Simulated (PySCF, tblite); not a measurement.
# C₄H₁₂NSi₂ radical: geometry, infrared bands and EPR parameters

Aim: predict the infrared bands and EPR parameters of C₄H₁₂NSi₂ radical (`C[SiH]N([SiH3])C1CC1`).

Programs: tblite 0.8.0 and PySCF 2.14.0, with density-fitted response routines of our own. Each step states its level of theory. These are calculated values for one molecule in the gas phase, unless marked as measured. Atoms count from 0, in the outputs and in this text.

## 1. The starting structure

19 atoms, charge 0, multiplicity 2; geometry from: force field or distance geometry start.

Bonds of the start (Å): C0–Si1 1.84, Si1–N2 1.78, N2–Si3 1.77, N2–C4 1.44, C4–C5 1.51, C5–C6 1.49, C6–C4 1.53, C0–H7 1.12, C0–H8 1.09, C0–H9 1.12, Si1–H10 1.45, Si3–H11 1.47, Si3–H12 1.48, Si3–H13 1.47, C4–H14 1.09, C5–H15 1.12, C5–H16 1.11, C6–H17 1.10, C6–H18 1.10.

## 2. Geometry optimisation with GFN2-xTB

Job settings and geometry (Å):

```
{"job": {"kind": "relax", "xc": "GFN2-xTB", "basis": "xTB"}, "charge": 0, "multiplicity": 2}
C     -1.756800     1.925200    -0.753300
Si    -1.462100     0.541200     0.430100
N     -0.208600    -0.604400    -0.092400
Si    -0.617100    -2.299900     0.200800
C      1.038500    -0.333000     0.574200
C      1.630000     1.040600     0.341900
C      2.171700    -0.110600    -0.432600
H     -1.029300     1.946300    -1.598100
H     -1.622400     2.869200    -0.215700
H     -2.795300     1.854400    -1.162500
H     -2.656900    -0.056100     0.998000
H     -1.953400    -2.523500     0.776400
H      0.441800    -2.866800     1.068600
H     -0.549000    -3.003000    -1.088800
H      1.265700    -0.825900     1.523200
H      2.180700     1.428700     1.239300
H      0.888300     1.722400    -0.131300
H      1.872500    -0.137500    -1.489400
H      3.151900    -0.558000    -0.195800
```

The run is started by

```console
> OMP_NUM_THREADS=1 python probes_run.py task.json out
```

The driver reads the jobs from task.json and runs them one after another.

**Question.** This job is followed by: GFN2-xTB harmonic vibrations, gas phase; UKS B3LYP, pcH-1 on C H N Si, non-relativistic, mean-field spin-orbit, GIAO. Predict these results of the whole session: strongest single infrared mode (GFN2-xTB); zero-point energy (GFN2-xTB); g(iso) (B3LYP); ⟨S²⟩; largest a(iso) (averaged by class); surface potential, 1st and 99th percentile.

**Answer**, as computed:

| quantity | value |
| --- | --- |
| strongest single infrared mode (GFN2-xTB) | 2210 cm⁻¹, 451 km/mol |
| zero-point energy (GFN2-xTB) | 91.1 kcal/mol |
| g(iso) (B3LYP) | 2.00300 |
| ⟨S²⟩ | 0.751 (exact 0.75) |
| largest a(iso) (averaged by class) | 29Si on Si1, -510.2 MHz |
| surface potential, 1st and 99th percentile | -0.51 V and 1.01 V |

What this shows: Over 232 steps the energy fell by 0.913 eV; of the close pairs, C0–Si1 changed most, 1.845 to 1.899 Å. All 51 modes are real, so the xTB geometry is a minimum. The strongest single mode, at 2210 cm⁻¹, moves mainly H13. Unscaled tight-binding wavenumbers are off by several per cent, some by more. Its intensities can rank the bands wrongly. Si1 carries the largest spin population, 0.92 e. The isotropic g lies 0.7 ppt above the free-electron value.
